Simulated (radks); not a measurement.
# Valence configurations of Yb

An exercise on one series of results from a longer session: the logs are not shown, and one member is left open.

Program: radks (a radial shooting solver on a logarithmic mesh, Libxc functionals) version 1. Level of theory: Dirac Kohn-Sham, PBE, spin-unpolarised, spherical densities, point nucleus; open shells fill j = l - 1/2 first. These are calculated values, not measurements, unless marked.

## The system

| Property | Result |
| --- | --- |
| element | ytterbium (Z = 70) |
| charge | 0 |
| electrons | 70 |
| configuration | [Xe] 4f14 6s2 |
| others tried | 4f14 5d1 6s1; 4f14 5d0.5 6s1.5; 4f13.5 6s2 6p0.5; 4f13 5d1.5 6s1.5; 4f13 6s2 6p1; 4f12 6s2 6p2; 4f14 6s1 6p1; 4f11 6s2 6p3; 4f14 5d2 |

Set-up of the first run:

Input:

```text
Z 70
configuration [Xe] 4f14 6s2
relativity Dirac
functional pbe,pbe
spin unpolarised
j_filling energy
nucleus point
c 137.035999084
```

Steps of the session up to this table: [Xe] 4f14 6s2.

One table of the session follows, with a row left open; its other results are not shown here.

It belongs to the step «[Xe] 4f14 6s2». Radial moments (bohr):

```
level     <r>  outermost maximum (interpolated)  90 % within  nodes
4d3/2  0.5534                             0.486        0.833      1
4d5/2  0.5649                             0.495        0.850      1
5s1/2   1.209                              1.07         1.75      4
5p1/2   1.369                              1.17         2.02      3
5p3/2   1.489                              1.26         2.21      3
6s1/2       ?                                 ?            ?      ?
4f5/2  0.7780                             0.480         1.36      0
4f7/2  0.8043                             0.486         1.42      0
```

Estimate the missing values for 6s1/2.

The run gave: <r>: 3.925; outermost maximum (interpolated): 3.28; 90 % within: 5.86; nodes: 5. In the column «<r>» it is the highest.
